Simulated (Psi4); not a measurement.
**One shape, several levels: doublet BSiH4O2F+**

Wanted: a comparison of 3 runs (UHF/STO-3G, U-wB97X-V/6-31G*, UTPSSh/6-31G*) of doublet BSiH4O2F+. 

The calculation is run with Psi4 1.11.

1 further run of the same task is left out (it didn't finish).

## (1) Starting point

BSiH4O2F+: 9 atoms, total charge +1, spin state doublet. SMILES of the parent species: `OB(F)O[SiH3]`. Geometry: relaxed at PBE0-D4/def2-TZVP. This is one conformer, not always the lowest. That shape belongs to the parent species and isn't relaxed for this state.

Bond lengths: O1–B2 1.359 Å, B2–F3 1.334 Å, B2–O4 1.348 Å, O4–Si5 1.655 Å, O1–H6 0.960 Å, Si5–H7 1.480 Å, Si5–H8 1.484 Å, Si5–H9 1.484 Å. Some angles: O1–B2–F3 120.0°, O1–B2–O4 121.1°, F3–B2–O4 118.9°, B2–O4–Si5 131.9°, B2–O1–H6 113.4°, O4–Si5–H7 106.4°, O4–Si5–H8 110.2°, O4–Si5–H9 110.2°, H7–Si5–H8 110.1°, H7–Si5–H9 110.1°.

## (2) The energy at UHF/STO-3G (run 1)

The input, bfh4o2si.py:

```python
import psi4

psi4.set_memory('2200 MB')
psi4.set_num_threads(1)
psi4.set_output_file('bfh4o2si.out', False)

molecule = psi4.geometry("""
1 2
O     -1.614100     0.556700     0.394000
B     -0.395400     1.157100     0.352700
F     -0.277300     2.450800     0.657900
O      0.708900     0.466900     0.006200
Si     0.934200    -1.114900    -0.425000
H     -2.322500     1.149900     0.654100
H      2.381900    -1.273900    -0.690900
H      0.154500    -1.427600    -1.647800
H      0.518200    -2.011000     0.681800
symmetry c1
""")

psi4.set_options({
    'basis': 'STO-3G',
    'reference': 'uhf',
    'puream': True,
    'e_convergence': 1e-09,
    'd_convergence': 1e-08,
    'scf_type': 'pk',
    'maxiter': 100,
})

result, w = psi4.energy("hf", molecule=molecule, return_wfn=True)
print(f'hf energy: {result:.10f} Eh')
```

Launch:

```
$ python bfh4o2si.py
```

bfh4o2si.out:

```text
[...]
  Running in c1 symmetry.
[...]
  Nuclear repulsion =  222.106225101530924
[...]
  Multiplicity = 2
[...]
  Nalpha       = 24
  Nbeta        = 23
[...]
    Number of basis functions: 33
[...]
   @UHF iter   1:  -557.76848201039127   -2.78646e+00   1.18868e-02 DIIS/ADIIS
[...]
   @UHF iter  17:  -557.95626045104314   -2.61480e-12   9.75638e-09 DIIS
[...]
   @S^2 Observed:                7.679905923E-01
[...]
    Orbital Energies [Eh]
    ---------------------
    Alpha Occupied:
       1A    -68.283695     2A    -26.198763     3A    -20.766079
       4A    -20.558644     5A     -7.793378     6A     -6.261067
       7A     -4.287130     8A     -4.285202     9A     -4.284968
      10A     -1.765316    11A     -1.726103    12A     -1.558566
      13A     -1.081336    14A     -0.987122    15A     -0.963855
      16A     -0.866201    17A     -0.849242    18A     -0.812888
      19A     -0.757694    20A     -0.737688    21A     -0.678098
      22A     -0.669273    23A     -0.662261    24A     -0.645942
    Alpha Virtual:
      25A      0.089449    26A      0.145933    27A      0.286734
[...]
  @UHF Final Energy:  -557.95626045104314
   => Energetics <=
    Nuclear Repulsion Energy =            222.1062251015309243
    One-Electron Energy =               -1206.5054454571950373
    Two-Electron Energy =                 426.4429599046209773
    Total Energy =                       -557.9562604510431356
  UHF NO Occupations:
  HONO-2 :   22  A 1.9990504
  HONO-1 :   23  A 1.9937343
[...]
 Multipole Moments:
 ------------------------------------------------------------------------------------
     Multipole            Electronic (a.u.)      Nuclear  (a.u.)        Total (a.u.)
 ------------------------------------------------------------------------------------
 L = 1.  Multiply by 2.5417464519 to convert [e a0] to [Debye]
 Dipole X            :         -1.2458361            1.2854045            0.0395683
 Dipole Y            :          6.8756678           -7.5942871           -0.7186193
 Dipole Z            :          1.9164977           -2.1025089           -0.1860111
 Magnitude           :                                                    0.7433569
[...]
```

The script printed:

```text
hf energy: -557.9562604510 Eh
```

It took 1.8 s on 1 thread of AMD EPYC 7R43 (Zen 3), shared host; peak memory 0.18 GiB.

## (3) A single-point energy at U-wB97X-V/6-31G(d) (spherical functions) (run 2)

The input, bfh4o2si.xyz:

```xyz
9
BFH4O2Si
O     -1.614100     0.556700     0.394000
B     -0.395400     1.157100     0.352700
F     -0.277300     2.450800     0.657900
O      0.708900     0.466900     0.006200
Si     0.934200    -1.114900    -0.425000
H     -2.322500     1.149900     0.654100
H      2.381900    -1.273900    -0.690900
H      0.154500    -1.427600    -1.647800
H      0.518200    -2.011000     0.681800
```

The input, run_ase.py:

```python
import numpy as np
from ase.calculators.psi4 import Psi4
from ase.io import read

atoms = read('bfh4o2si.xyz')
calc = Psi4(atoms=atoms, method='wb97x-v', basis='6-31G*', memory='2200MB', num_threads=1, charge=1, multiplicity=2, label='bfh4o2si', reference='uks')
calc.psi4.set_options({'puream': True, 'e_convergence': 1e-09, 'd_convergence': 1e-08, 'scf_type': 'pk', 'dft_radial_points': 99, 'dft_spherical_points': 590, 'maxiter': 100})
atoms.calc = calc

print(f'energy: {atoms.get_potential_energy():.6f} eV')
```

Launch:

```
$ python run_ase.py
```

bfh4o2si.dat:

```text
[...]
  Running in c1 symmetry.
[...]
  Nuclear repulsion =  222.106225101530924
[...]
  Multiplicity = 2
[...]
  Nalpha       = 24
  Nbeta        = 23
[...]
    Number of basis functions: 82
[...]
   @UKS iter   1:  -566.44125866409479   -3.64493e-01   8.25915e-03 ADIIS/DIIS
[...]
   @UKS iter  21:  -566.64107149787390   -2.04636e-11   8.51456e-09 DIIS
[...]
   @S^2 Observed:                7.623233986E-01
[...]
    Orbital Energies [Eh]
    ---------------------
    Alpha Occupied:
       1A    -66.408103     2A    -24.958639     3A    -19.559726
       4A    -19.484111     5A     -7.171992     6A     -5.663874
       7A     -4.015644     8A     -4.013779     9A     -4.009931
      10A     -1.521241    11A     -1.453611    12A     -1.388009
      13A     -0.987357    14A     -0.913989    15A     -0.852450
      16A     -0.836330    17A     -0.833715    18A     -0.769148
      19A     -0.745549    20A     -0.739767    21A     -0.711454
      22A     -0.686767    23A     -0.685872    24A     -0.672847
    Alpha Virtual:
      25A     -0.121014    26A     -0.065007    27A     -0.049689
[...]
  @UKS Final Energy:  -566.64107149787390
   => Energetics <=
    Nuclear Repulsion Energy =            222.1062251015309243
    One-Electron Energy =               -1213.9796905584880733
    Two-Electron Energy =                 464.0701528420258910
    DFT Exchange-Correlation Energy =     -39.0310559198727205
    Empirical Dispersion Energy =           0.0000000000000000
    VV10 Nonlocal Energy =                  0.1932970369299414
    Total Energy =                       -566.6410714978740089
[...]
 Multipole Moments:
 ------------------------------------------------------------------------------------
     Multipole            Electronic (a.u.)      Nuclear  (a.u.)        Total (a.u.)
 ------------------------------------------------------------------------------------
 L = 1.  Multiply by 2.5417464519 to convert [e a0] to [Debye]
 Dipole X            :         -1.3786056            1.2854045           -0.0932011
 Dipole Y            :          5.8295293           -7.5942871           -1.7647578
 Dipole Z            :          1.6745920           -2.1025089           -0.4279169
 Magnitude           :                                                    1.8182875
[...]
```

The script printed:

```text
energy: -15419.088934 eV
```

It took 4.4 min on 1 thread of AMD EPYC 7R43 (Zen 3), shared host; peak memory 1.3 GiB.

## (4) Energy and forces at UTPSSh/6-31G(d) (spherical functions) (run 3)

The input, calc.py:

```python
import psi4

psi4.set_memory('2200 MB')
psi4.set_num_threads(1)
psi4.set_output_file('output.dat', False)

m = psi4.geometry("""
1 2
O     -3.05020694     1.05201053     0.74455209
B     -0.74719771     2.18660210     0.66650640
F     -0.52402105     4.63134079     1.24325082
O      1.33962685     0.88231313     0.01171630
Si     1.76538215    -2.10685566    -0.80313360
H     -4.38888892     2.17299607     1.23606986
H      4.50113866    -2.40732211    -1.30561178
H      0.29196269    -2.69777302    -3.11389071
H      0.97925608    -3.80023924     1.28841527
units bohr
symmetry c1
""")

psi4.set_options({
    'basis': '6-31G*',
    'reference': 'uks',
    'puream': True,
    'e_convergence': 1e-09,
    'd_convergence': 1e-08,
    'scf_type': 'pk',
    'dft_radial_points': 99,
    'dft_spherical_points': 590,
    'maxiter': 100,
})

E, wfn = psi4.gradient('tpssh', return_wfn=True)
psi4.oeprop(wfn, 'QUADRUPOLE', 'MAYER_INDICES', 'WIBERG_LOWDIN_INDICES', title='TPSSH')
print('gradient / Eh bohr^-1')
print(E.np.round(6))
print(f'energy = {wfn.energy():.10f} Eh')
for k, v in sorted(psi4.core.scalar_variables().items()):
    print(f'{k:45s} {v:18.10f}')
```

Launch:

```
$ python calc.py
```

output.dat:

```text
[...]
  Running in c1 symmetry.
[...]
  Nuclear repulsion =  222.106224998276275
[...]
  Multiplicity = 2
[...]
  Nalpha       = 24
  Nbeta        = 23
[...]
    Number of basis functions: 82
[...]
   @UKS iter   1:  -566.53564641723619    3.53391e-02   1.00351e-02 ADIIS/DIIS
[...]
   @UKS iter  18:  -566.81511381905352   -6.48015e-12   9.77980e-09 DIIS
[...]
   @S^2 Observed:                7.589190098E-01
[...]
  @UKS Final Energy:  -566.81511381905352
   => Energetics <=
    Nuclear Repulsion Energy =            222.1062249982762751
    One-Electron Energy =               -1214.1655982474962912
    Two-Electron Energy =                 474.0091248859304187
    DFT Exchange-Correlation Energy =     -48.7648654557639318
    Empirical Dispersion Energy =           0.0000000000000000
    VV10 Nonlocal Energy =                  0.0000000000000000
    Total Energy =                       -566.8151138190535221
[...]
  -Total Gradient:
     Atom            X                  Y                   Z
    ------   -----------------  -----------------  -----------------
       1       -0.010661502012     0.023639174818     0.007578576280
       2        0.023411310600    -0.059774802310    -0.018651112426
       3       -0.001908493488     0.015784682350     0.004243863655
       4       -0.013032555747     0.012175637051     0.005159040258
       5       -0.044964041647     0.017013440934     0.011102173352
       6        0.016653927671    -0.011562035169    -0.005502634783
       7        0.006597984112    -0.001499340744    -0.001363185165
       8        0.012706388017     0.000904136947     0.003719881421
       9        0.011152303892     0.003381356524    -0.006264061943
[...]
 Multipole Moments:
 ------------------------------------------------------------------------------------
     Multipole            Electronic (a.u.)      Nuclear  (a.u.)        Total (a.u.)
 ------------------------------------------------------------------------------------
 L = 1.  Multiply by 2.5417464519 to convert [e a0] to [Debye]
 Dipole X            :         -1.6725656            1.2854045           -0.3871611
 Dipole Y            :          6.0438614           -7.5942871           -1.5504257
 Dipole Z            :          1.7742892           -2.1025089           -0.3282197
 Magnitude           :                                                    1.6313926
 L = 2.  Multiply by 1.3450342976 to convert [e a0^2] to [Debye ang]
 Quadrupole XX       :       -195.1045226          177.9560143          -17.1485083
 Quadrupole XY       :        119.8914433         -126.0131555           -6.1217123
[...]
```

Standard output:

```text
gradient / Eh bohr^-1
[[-0.010662  0.023639  0.007579]
 [ 0.023411 -0.059775 -0.018651]
 [-0.001908  0.015785  0.004244]
 [-0.013033  0.012176  0.005159]
 [-0.044964  0.017013  0.011102]
 [ 0.016654 -0.011562 -0.005503]
 [ 0.006598 -0.001499 -0.001363]
 [ 0.012706  0.000904  0.00372 ]
 [ 0.011152  0.003381 -0.006264]]
energy = -566.8151138191 Eh
CURRENT ENERGY                                   -566.8151138191
CURRENT REFERENCE ENERGY                         -566.8151138191
DD SOLVATION ENERGY                                 0.0000000000
DFT FUNCTIONAL TOTAL ENERGY                      -566.8151138191
DFT TOTAL ENERGY                                 -566.8151138191
DFT VV10 ENERGY                                     0.0000000000
DFT XC ENERGY                                     -48.7648654558
GRID ELECTRONS ALPHA                               23.9999995318
GRID ELECTRONS BETA                                22.9999996133
GRID ELECTRONS TOTAL                               46.9999991451
NUCLEAR REPULSION ENERGY                          222.1062249983
ONE-ELECTRON ENERGY                             -1214.1655982475
PCM POLARIZATION ENERGY                             0.0000000000
PE ENERGY                                           0.0000000000
SCF ITERATION ENERGY                             -566.8151138191
SCF ITERATIONS                                     18.0000000000
SCF TOTAL ENERGY                                 -566.8151138191
TWO-ELECTRON ENERGY                               474.0091248859
XC GRID RADIAL POINTS                              99.0000000000
XC GRID SPHERICAL POINTS                          590.0000000000
XC GRID TOTAL POINTS                           499340.0000000000
```

Run time: 1.9 min. Hardware: 1 thread of AMD EPYC 7R43 (Zen 3), shared host; peak memory 1.5 GiB.

## (5) The series

| run | level | integration grid | task | energy (Eh) | HOMO energy (eV) | LUMO energy (eV) | ⟨S²⟩ | wall time |
| --- | --- | --- | --- | --- | --- | --- | --- | --- |
| 1 | UHF/STO-3G | – | energy | -557.956260 | -16.78 | -5.06 | 0.768 | 1.8 s |
| 2 | U-wB97X-V/6-31G* (spherical functions) | 99 radial × 590 angular | energy | -566.641071 | -17.73 | -11.82 | 0.762 | 4.4 min |
| 3 | UTPSSh/6-31G* (spherical functions) | 99 radial × 590 angular | gradient | -566.815114 | -14.72 | -13.87 | 0.759 | 1.9 min |

## (6) What came out

| quantity | value |
| --- | --- |
| run 3: total energy | -566.81511 Eh |
| run 3: HOMO energy (highest over α and β) | -14.72 eV |
| run 3: LUMO energy (lowest over α and β) | -13.87 eV |
| run 3: ⟨S²⟩ | 0.759 |
| run 3: largest force on an atom | 3.438 eV/Å |

Totals of different functionals can't be ranked against each other. In run 1 the basis is minimal, so the values are rough. All runs together took 6.4 min, the longest 4.4 min.
